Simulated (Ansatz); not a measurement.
# Li3Ta: the cost of one run

Method: DFT PBE, scalar-relativistic, plane waves, PAW, in Ansatz 0.2.0.

**1. The system as given**

It takes space group I4/mmm (No. 139, tetragonal). Conventional cell: a = 3.626 Å, b = 3.626 Å, c = 8.100 Å, α = 90.00°, β = 90.00°, γ = 90.00°. Around Li (site symmetry 4/mmm) lie 4 Ta at 2.56 Å and 8 Li at 2.72 Å. Li (site symmetry -4m2) has 8 Li at 2.56 to 2.72 Å and 4 Ta at 2.72 Å as nearest neighbours. Ta (site symmetry 4/mmm) is surrounded by 12 Li at 2.56 to 2.72 Å.

Structure file:

```
CELL_PARAMETERS angstrom
-1.81313 1.81313 4.05011
1.81313 -1.81313 4.05011
1.81313 1.81313 -4.05011
ATOMIC_POSITIONS crystal
Li 0.50000 0.50000 0.00000
Li 0.25000 0.75000 0.50000
Li 0.75000 0.25000 0.50000
Ta 0.00000 0.00000 0.00000
```

This is candidate A: TiAl3 (D0_22) type (I4/mmm, No. 139).

(A quick probe on a coarse mesh, which set the mesh and smearing, is not shown.)

**3. A loose first relaxation (candidate A)**

input.yaml reads:

```yaml
crystal:
  lattice:
    - [-1.8131289043, 1.8131289043, 4.0501061239]
    - [1.8131289043, -1.8131289043, 4.0501061239]
    - [1.8131289043, 1.8131289043, -4.0501061239]
  atoms:
    - { symbol: Li, position: [0.5, 0.5, 0.0] }
    - { symbol: Li, position: [0.25, 0.75, 0.5] }
    - { symbol: Li, position: [0.75, 0.25, 0.5] }
    - { symbol: Ta, position: [0.0, 0.0, 0.0] }
basis:
  ecutwfc: 420
kpoints:
  mp_grid: { grid: [6, 6, 6] }
hamiltonian:
  xc: pbe
scf:
  occupations: { method: gaussian, width: 0.1 }
  lower_state_search: "off"
output:
  forces: true
  stress: true
  eigenvalues: true
relax:
  adjacent_minimum: "off"
  f_tol: 0.04
  max_steps: 70
  cell: { stress_tol: 0.4 }
```

The run is started by

```
ansatz run input.yaml --threads 1 --pin off --max-ram 2560MiB --backend cpu --events-out ev --progress --plain --runs-dir out
```

**Question.** How long does this run take on 1 thread of Arm Neoverse V1, shared host, and how much memory does it need?

About 15 s, with a peak of 0.36 GiB.
